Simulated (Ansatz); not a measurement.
**AlH₃O₂Si: up Jacob's ladder to CCSD(T)**

How much do the methods differ for AlH₃O₂Si? The plan is to run it at one geometry with functionals of several rungs and with coupled cluster. The yardstick is the atomisation energy at the CCSD(T) limit.

Program: Ansatz 0.2.0, Gaussian basis. Level of theory: functionals in def2-TZVPP, the program's frozen cores in correlated methods. These are calculated values, not measurements.

Plan: LDA (SPW92), PBE-D4, revPBE-D4, BLYP-D4, r2SCAN-D4, B97M-V, PBE0-D4, B3LYP-D4, r2SCANh-D4, r2SCAN0-D4, HSE06-D4, BHLYP-D4, CAM-B3LYP-D4, LC-ωPBE, ωB97X-V, ωB97M-V, B2PLYP, PBE-QIDH; CCSD(T)/def2-SVP; CCSD(T)/def2-TZVPP; MP2/def2-QZVPP; extrapolation to the limit; RPA on PBE.

### Step 1. The geometry

All runs share one geometry, relaxed beforehand with PBE0-D4 in a triple-zeta def2 set.

SMILES `[OH][Al]1[O][SiH2]1`, 7 atoms, charge 0, spin multiplicity 1.

Atoms are counted from 1 here; the program's logs count them from 0.

Bond lengths: O1–Al2 1.681 Å, O1–H5 0.955 Å, Al2–O3 1.732 Å, Al2–Si4 2.270 Å, O3–Si4 1.684 Å, Si4–H6 1.489 Å, Si4–H7 1.489 Å. Angles: Al2–O1–H5 125.8°, O1–Al2–O3 129.6°, O1–Al2–Si4 177.0°, O3–Al2–Si4 47.5°, Al2–O3–Si4 83.3°, Al2–Si4–O3 49.3°, Al2–Si4–H6 126.4°, Al2–Si4–H7 126.3°, O3–Si4–H6 115.2°, O3–Si4–H7 115.2°, H6–Si4–H7 107.0°.

### Step 2. LDA

This LDA is Slater exchange with PW92 correlation.

Input file in.yaml:

```yaml
crystal:
  periodic: [false, false, false]
  atoms:
    - {symbol: O, position_ang: [-2.094393, -1.011375, -0.929649]}
    - {symbol: Al, position_ang: [-0.698364, -0.272939, -0.354564]}
    - {symbol: O, position_ang: [0.485717, -0.868332, 0.760316]}
    - {symbol: Si, position_ang: [1.207847, 0.628094, 0.485451]}
    - {symbol: H, position_ang: [-2.713597, -0.629585, -1.548450]}
    - {symbol: H, position_ang: [1.315292, 1.510250, 1.680579]}
    - {symbol: H, position_ang: [2.558798, 0.575887, -0.139285]}
basis:
  gaussian: {orbitals: def2-TZVPP}
hamiltonian: {xc: lda}
output: {orbitals: {seedname: orbitals}}
```

Command:

```
$ ansatz run in.yaml --threads 2 --pin off --events-out ev --progress --plain --max-ram 4352MiB
```

Further steps of the session: PBE-D4 (GGA); revPBE-D4 (GGA); BLYP-D4 (GGA); r2SCAN-D4 (meta-GGA); B97M-V (meta-GGA); B3LYP-D4 (hybrid); r2SCANh-D4 (hybrid); r2SCAN0-D4 (hybrid); HSE06-D4 (hybrid); BHLYP-D4 (hybrid); CAM-B3LYP-D4 (range-separated); LC-ωPBE (range-separated); ωB97X-V (range-separated); ωB97M-V (range-separated); B2PLYP (double hybrid); PBE-QIDH (double hybrid); CCSD(T) in def2-SVP; CCSD(T) in def2-TZVPP; MP2 in def2-QZVPP; RPA on PBE orbitals.

Q: Predict the results of all the runs planned. Wanted: atomisation energy, CCSD(T)/CBS; farthest beyond LDA; mean size of error, GGA; mean size of error, meta-GGA; mean size of error, hybrid; mean size of error, range-separated; mean size of error, double hybrid; gap, smallest and largest; T1 diagnostic.

**Answer**, as computed:

| quantity | value |
| --- | --- |
| atomisation energy, CCSD(T)/CBS | 2466.1 kJ/mol |
| functionals within 12.3 kJ/mol (0.5 %) | PBE-D4, r2SCAN-D4, B97M-V, ωB97X-V |
| farthest beyond LDA | BHLYP-D4 (-134.0 kJ/mol) |
| mean size of error, GGA | 34.2 kJ/mol |
| mean size of error, meta-GGA | 3.3 kJ/mol |
| mean size of error, hybrid | 66.0 kJ/mol |
| mean size of error, range-separated | 19.8 kJ/mol |
| mean size of error, double hybrid | 54.1 kJ/mol |
| gap, smallest and largest | 2.81 eV (LDA (SPW92)), 9.30 eV (LC-ωPBE) |
| T1 diagnostic | 0.0152 |
| triples share of the correlation energy | 3.8 % |

What this shows: The LDA atomisation energy is off by 344.2 kJ/mol (14 %): it overbinds. PBE-D4 misses by +4.7 kJ/mol. Double hybrids carry the basis error of their MP2 part in triple zeta, and no dispersion term here, so their miss is partly the set-up's. By mean error the best rung here is meta-GGA (3.3 kJ/mol) and the worst beyond LDA is hybrid (66.0 kJ/mol). The mean of the hybrids holds BHLYP, with half exact exchange. Misses under about 12.3 kJ/mol are within the doubt on the reference itself, which lacks core-valence correlation, relativity and higher excitations. Hartree-Fock recovers 68 % of the binding; the rest is correlation. CCSD(T) in def2-SVP is off by -233.7 kJ/mol, which most functionals beat. Orbital gaps span 2.8 to 9.3 eV; exact exchange widens them.
